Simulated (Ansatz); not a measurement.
# C6H12N2O: the cost of one run

Program: Ansatz 0.2.0, Gaussian basis. Level of theory: the settings change from run to run. These are calculated values, not measurements.

### Step 1. The molecule

The geometry comes from an earlier relaxation with PBE0-D4 in a triple-zeta def2 set; it is a stationary point, not always the lowest conformer.

SMILES `C/N=C\C=C(\NC)OC`, 21 atoms, charge 0, spin multiplicity 1.

Atoms are counted from 1 here; the program's logs count them from 0.

Bond lengths: C1–N2 1.444 Å, C1–H10 1.098 Å, C1–H11 1.098 Å, C1–H12 1.091 Å, N2–C3 1.275 Å, C3–C4 1.443 Å, C3–H13 1.091 Å, C4–C5 1.351 Å, C4–H14 1.083 Å, C5–N6 1.374 Å, C5–O8 1.352 Å, N6–C7 1.450 Å, N6–H15 1.008 Å, C7–H16 1.089 Å, C7–H17 1.097 Å, C7–H18 1.090 Å, O8–C9 1.421 Å, C9–H19 1.089 Å and more. Angles: N2–C1–H10 112.3°, N2–C1–H11 112.2°, N2–C1–H12 109.3°, H10–C1–H11 107.4°, H10–C1–H12 107.7°, H11–C1–H12 107.6°, C1–N2–C3 118.3°, N2–C3–C4 128.1°, N2–C3–H13 116.3°, C4–C3–H13 115.6°, C3–C4–C5 122.8°, C3–C4–H14 119.6°, C5–C4–H14 117.7°, C4–C5–N6 124.3°, C4–C5–O8 120.8°, N6–C5–O8 115.0°, C5–N6–C7 120.1°, C5–N6–H15 112.3° and more.

Coordinates:

| atom | x (Å) | y (Å) | z (Å) |
| --- | --- | --- | --- |
| C1 | 2.4160 | -0.5996 | -2.7173 |
| N2 | 2.7967 | -0.1191 | -1.4102 |
| C3 | 1.8788 | 0.0800 | -0.5482 |
| C4 | 0.4571 | -0.1167 | -0.7008 |
| C5 | -0.4264 | 0.1312 | 0.2910 |
| N6 | -1.7543 | -0.2203 | 0.2505 |
| C7 | -2.7691 | 0.7244 | 0.6763 |
| O8 | -0.0349 | 0.7509 | 1.4268 |
| C9 | -0.1831 | -0.0045 | 2.6217 |
| H10 | 1.7322 | 0.0889 | -3.2317 |
| H11 | 1.9230 | -1.5802 | -2.6724 |
| H12 | 3.3076 | -0.7061 | -3.3369 |
| H13 | 2.2023 | 0.4497 | 0.4257 |
| H14 | 0.0665 | -0.4852 | -1.6416 |
| H15 | -1.9912 | -0.7235 | -0.5900 |
| H16 | -2.5122 | 1.1331 | 1.6521 |
| H17 | -2.8848 | 1.5643 | -0.0201 |
| H18 | -3.7241 | 0.2059 | 0.7663 |
| H19 | 0.1230 | 0.6503 | 3.4358 |
| H20 | -1.2150 | -0.3287 | 2.7761 |
| H21 | 0.4672 | -0.8840 | 2.5941 |

### Step 2. RPA/6-31G*

File in.yaml:

```yaml
crystal:
  periodic: [false, false, false]
  atoms:
    - {symbol: C, position_ang: [2.416044, -0.599615, -2.717317]}
    - {symbol: N, position_ang: [2.796708, -0.119139, -1.410238]}
    - {symbol: C, position_ang: [1.878772, 0.080019, -0.548211]}
    - {symbol: C, position_ang: [0.457119, -0.116719, -0.700801]}
    - {symbol: C, position_ang: [-0.426382, 0.131203, 0.291034]}
    - {symbol: N, position_ang: [-1.754257, -0.220276, 0.250516]}
    - {symbol: C, position_ang: [-2.769068, 0.724408, 0.676308]}
    - {symbol: O, position_ang: [-0.034857, 0.750894, 1.426801]}
    - {symbol: C, position_ang: [-0.183085, -0.004513, 2.621725]}
    - {symbol: H, position_ang: [1.732161, 0.088884, -3.231713]}
    - {symbol: H, position_ang: [1.922990, -1.580190, -2.672447]}
    - {symbol: H, position_ang: [3.307601, -0.706064, -3.336906]}
    - {symbol: H, position_ang: [2.202335, 0.449684, 0.425691]}
    - {symbol: H, position_ang: [0.066472, -0.485242, -1.641569]}
    - {symbol: H, position_ang: [-1.991196, -0.723503, -0.589971]}
    - {symbol: H, position_ang: [-2.512236, 1.133077, 1.652145]}
    - {symbol: H, position_ang: [-2.884820, 1.564251, -0.020132]}
    - {symbol: H, position_ang: [-3.724113, 0.205938, 0.766346]}
    - {symbol: H, position_ang: [0.122956, 0.650301, 3.435799]}
    - {symbol: H, position_ang: [-1.214996, -0.328656, 2.776136]}
    - {symbol: H, position_ang: [0.467154, -0.884045, 2.594107]}
basis:
  gaussian: {orbitals: "6-31G*"}
hamiltonian: {xc: {name: r2SCAN}}
correlation: {method: rpa}
```

The run is started by

```console
$ ansatz run in.yaml --threads 5 --pin off --events-out ev --progress --plain --max-ram 66560MiB --backend cpu
```

Q: Estimate wall time and peak memory on 5 threads of AMD EPYC 7R13, shared host.

About 11 s, with a peak of 0.43 GiB.
